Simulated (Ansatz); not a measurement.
# Cl2H4OSi2: small, medium and large basis sets

One table from this session's results is given with a row withheld; the runs are named, their logs left out.

Computed with Ansatz 0.2.0, Gaussian basis. Level: one geometry, several basis sets.

Levels to be run: PBE0-D4/def2-SVP; ωB97M-V/def2-SVP; PBE0-D4/def2-QZVPP; ωB97M-V/def2-QZVPP; the functionals' def2-TZVPP values are taken from earlier runs.

## The geometry

An earlier PBE0-D4 in a triple-zeta def2 set relaxation fixed the geometry.

SMILES `Cl[SiH2]O[SiH2]Cl`, 9 atoms, charge 0, spin multiplicity 1.

Atoms are counted from 1 here; the program's logs count them from 0.

Bond lengths: Cl1–Si2 2.049 Å, Si2–O3 1.628 Å, Si2–H6 1.477 Å, Si2–H7 1.475 Å, O3–Si4 1.628 Å, Si4–Cl5 2.049 Å, Si4–H8 1.475 Å, Si4–H9 1.477 Å. Angles: Cl1–Si2–O3 109.8°, Cl1–Si2–H6 107.7°, Cl1–Si2–H7 108.3°, O3–Si2–H6 110.3°, O3–Si2–H7 108.0°, H6–Si2–H7 112.7°, Si2–O3–Si4 144.3°, O3–Si4–Cl5 109.8°, O3–Si4–H8 108.0°, O3–Si4–H9 110.3°, Cl5–Si4–H8 108.3°, Cl5–Si4–H9 107.7°, H8–Si4–H9 112.7°.

The first run:

in.yaml

```yaml
crystal:
  periodic: [false, false, false]
  atoms:
    - {symbol: Cl, position_ang: [-1.749619, 1.874969, 0.527497]}
    - {symbol: Si, position_ang: [-0.054961, 0.955993, 1.221384]}
    - {symbol: O, position_ang: [0.171309, -0.451669, 0.434796]}
    - {symbol: Si, position_ang: [0.147947, -1.169180, -1.026729]}
    - {symbol: Cl, position_ang: [1.077453, 0.029417, -2.404154]}
    - {symbol: H, position_ang: [1.081760, 1.866911, 0.979544]}
    - {symbol: H, position_ang: [-0.245978, 0.652633, 2.652377]}
    - {symbol: H, position_ang: [0.904416, -2.431691, -0.926534]}
    - {symbol: H, position_ang: [-1.243928, -1.373785, -1.475280]}
basis:
  gaussian: {orbitals: def2-SVP}
hamiltonian: {xc: pbe0, dispersion: d4}
output: {orbitals: {seedname: orbitals}}
```

Steps of the session up to this table: PBE0-D4 in def2-SVP; ωB97M-V in def2-SVP; PBE0-D4 in def2-QZVPP; ωB97M-V in def2-QZVPP.

One of the session's tables, all rows but one given; the rest of the session is left out.

It belongs to the step «Functionals by basis». 

| functional | basis | HOMO (eV) | LUMO (eV) |
| --- | --- | --- | --- |
| PBE0-D4 | def2-SVP | -8.86 | 0.52 |
| PBE0-D4 | def2-TZVPP | -8.97 | 0.03 |
| PBE0-D4 | def2-QZVPP | ? | ? |
| ωB97M-V | def2-SVP | -11.05 | 2.48 |
| ωB97M-V | def2-TZVPP | -11.21 | 1.79 |
| ωB97M-V | def2-QZVPP | -11.25 | 1.42 |

Estimate the missing values for PBE0-D4, def2-QZVPP.

As computed: HOMO (eV): -9.00; LUMO (eV): -0.13. In the column «HOMO (eV)» it lies between ωB97M-V, def2-SVP (-11.05) and PBE0-D4, def2-TZVPP (-8.97).
